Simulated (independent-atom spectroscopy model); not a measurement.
# Angle-resolved XPS of MgF2 on Al2O3

Aim: the ratio of the Mg 1s peak of the film to the Al 1s peak of the substrate as the sample is tilted.

Method: angle-resolved photoelectron peak ratio of a uniform film on a substrate: exponential attenuation with lengths from TPP-2M (nominal gaps) and the elastic albedo, Dirac-Hartree-Slater cross sections, magic-angle geometry; computed with independent-atom spectroscopy model, version 2.

## Step 1: The sample

0.64 nm of MgF2 (2.95 g/cm³) on Al2O3 (3.95 g/cm³).

## Step 2: The run

Given to the script:

```json
{
  "film": "MgF2",
  "film_density": 2.95,
  "base": "Al2O3",
  "base_density": 3.95,
  "photon_energy": 5414.7,
  "film_peak": "Mg 1s",
  "base_peak": "Al 1s",
  "thickness": 0.64,
  "emission_angle": [0, 10, 20, 30, 40, 45, 50, 55]
}
```

Units: film_density in g/cm³, base_density in g/cm³, photon_energy in eV, thickness in nm, emission_angle in degrees.

What does the calculation give? Wanted: ratio at normal emission; ratio at 55°.

**Answer**, as computed:

```
                                            quantity    value
                            ratio at normal emission   0.0433
                                        ratio at 55°   0.0777
attenuation length of the substrate peak in the film  8.45 nm
                          thickness over that length     0.08
```

The film is 0.076 attenuation lengths thick, so 93 % of the substrate's signal gets out at 0°. Tilting to 55° lengthens the path by 1/cos θ and raises the ratio 1.8-fold. Islands, roughness and grazing exit, where elastic scattering matters more, are outside the model.
